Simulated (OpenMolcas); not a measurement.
# W³⁺ among point charges: CASSCF and CASPT2 levels and susceptibility

How does a field of 3 point charges split the states of W³⁺, and what χT follows?

The numbers are computed with OpenMolcas 26.06 (state-averaged CASSCF and CASPT2, spin-orbit coupling by RASSI with atomic mean-field integrals), except any that are marked as measured or tabulated.

### Step 1. The system

- Species: W³⁺ (tungsten, Z = 74, 71 electrons)
- Basis: ANO-RCC-VTZP [8s7p5d3f2g1h], 104 functions
- Scalar Hamiltonian: DKH2, point nucleus
- Inactive shells: 1s 2s 2p 3s 3p 3d 4s 4p 4d 4f 5s 5p
- Active space: 3 electrons in 5 orbitals (5d)
- Some configurations of this space: 5d³
- Orbitals: optimised for each spin and parity, averaged over all roots

The outer shells:

5d3
```
5d [↑ ][↑ ][↑ ][  ][  ]
```

The ion sits among 3 point charges of -1.5 e arranged as a planar triangle (D3h), 1.8 Å from the ion.

Each step is its own input file, run in one work folder so that later steps find the files of earlier ones. Labels, J, g values, rates, χT and fits are worked out afterwards by a script from the matrices that RASSI stores.

### Step 2. Basis and integrals

a.inp

```
&GATEWAY
Coord
1

W 0.0 0.0 0.0
Basis=ANO-RCC-VTZP
Group=NoSym
NoMove
AngMom=0.0 0.0 0.0
AMFI
XField
3 Angstrom 0
1.800000 0.000000 0.000000 -1.500000
-0.900000 1.558846 0.000000 -1.500000
-0.900000 -1.558846 0.000000 -1.500000
&SEWARD
```

Launch:

```sh
> OMP_NUM_THREADS=1 MOLCAS_MEM=1689 MOLCAS_PROJECT=a pymolcas a.inp > a.log
```

### Step 3. Reference wave functions, quartets, 10 roots

a.inp

```
&RASSCF
FileOrb=start.orb
Symmetry=1
Spin=4
nActEl=3 0 0
Inactive=34
Ras2=5
CIRoot=10 10 1
SDav=10
CIMx=300
Iter=120 100
PrWF=0.3
OrbListing=Nothing
MaxOrb=0
>>> COPY $Project.JobIph JOB001
```

start.orb holds the contracted functions of the basis, ordered by shell, or the orbitals of the step before.

### Step 4. CASSCF: doublets, 40 roots

a.inp

```
&RASSCF
FileOrb=start.orb
Symmetry=1
Spin=2
nActEl=3 0 0
Inactive=34
Ras2=5
CIRoot=40 40 1
SDav=40
CIMx=300
Iter=120 100
PrWF=0.3
OrbListing=Nothing
MaxOrb=0
>>> COPY $Project.JobIph JOB002
```

### Step 5. RASSI: spin-orbit coupling between the states

a.inp

```
&RASSI
NrOfJobIphs=2 10 40
1 2 3 4 5 6 7 8 9 10
1 2 3 4 5 6 7 8 9 10 11 12 13 14 15 16 17 18 19 20 21 22 23 24 25 26 27
28 29 30 31 32 33 34 35 36 37 38 39 40
IphNames
JOB001
JOB002
EJob
SpinOrbit
DIPRint=1.0
SOCoupling=1000.0
Subsets=2
Property=9
'ANGMOM' 1 'ANGMOM' 2 'ANGMOM' 3 'MLTPL  1' 1 'MLTPL  1' 2 'MLTPL  1' 3
'AMFI' 1 'AMFI' 2 'AMFI' 3
SOProperty=3
'ANGMOM' 1 'ANGMOM' 2 'ANGMOM' 3
```

### Step 6. CASPT2: IPEA 0.25, imaginary shift 0.1 (closed shells correlated: 4f 5s 5p)

a.inp

```
>>> COPY JOB001 $Project.JobIph
&CASPT2
Multistate=10 1 2 3 4 5 6 7 8 9 10
NoMult
Frozen=23
IPEA=0.25
Imaginary=0.1
MaxIter=60
WThr=0.0 0.3 0.05
PrWF=0.5
NoMix
>>> COPY JOB002 $Project.JobIph
&CASPT2
Multistate=40 1 2 3 4 5 6 7 8 9 10 11 12 13 14 15 16 17 18 19 20 21 22
23 24 25 26 27 28 29 30 31 32 33 34 35 36 37 38 39 40
NoMult
Frozen=23
IPEA=0.25
Imaginary=0.1
MaxIter=60
WThr=0.0 0.3 0.05
PrWF=0.5
NoMix
```

(Steps that only read results are left out.)

Q: Predict the outcome of this session. Wanted: spin-free ground state; first state of the same spin within the active space; lowest level; next level.

As calculated:

| quantity | value |
| --- | --- |
| method | SS-CASPT2, IPEA 0.25, imaginary shift 0.1 (closed shells correlated: 4f 5s 5p) |
| spin-free ground state | 4A2, 1-fold in its orbital part |
| first state of the same spin within the active space | 4A1 at 11400 cm⁻¹ |
| lowest level | 2-fold, g = 0.00, 0.00, 5.71 |
| next level | 354.3 cm⁻¹ |
| χT at 300 K | 1.38 cm³ K/mol |
| effective moment at 300 K | 3.32 μB |

Cost by method:

| method | time of its own steps | time with the reference |
| --- | --- | --- |
| A. CASSCF | 33 s | 33 s |
| B. SS-CASPT2, IPEA 0.25, imaginary shift 0.1, +4f 5s 5p | 1.7 min | 2.3 min |

Times are of one thread on a shared host.

In words: The spin-free ground state (4A2) comes to 64 % from free-ion P terms and keeps the highest spin of the shell. χT at 300 K is 1.38, against 1.88 cm³ K/mol for the spin alone, so spin-orbit coupling lowers it. CASPT2 does not keep the components of a term degenerate, and the means are used. The field of point charges can differ much from that of real complexes. This is an electrostatic model: the charges have no orbitals.
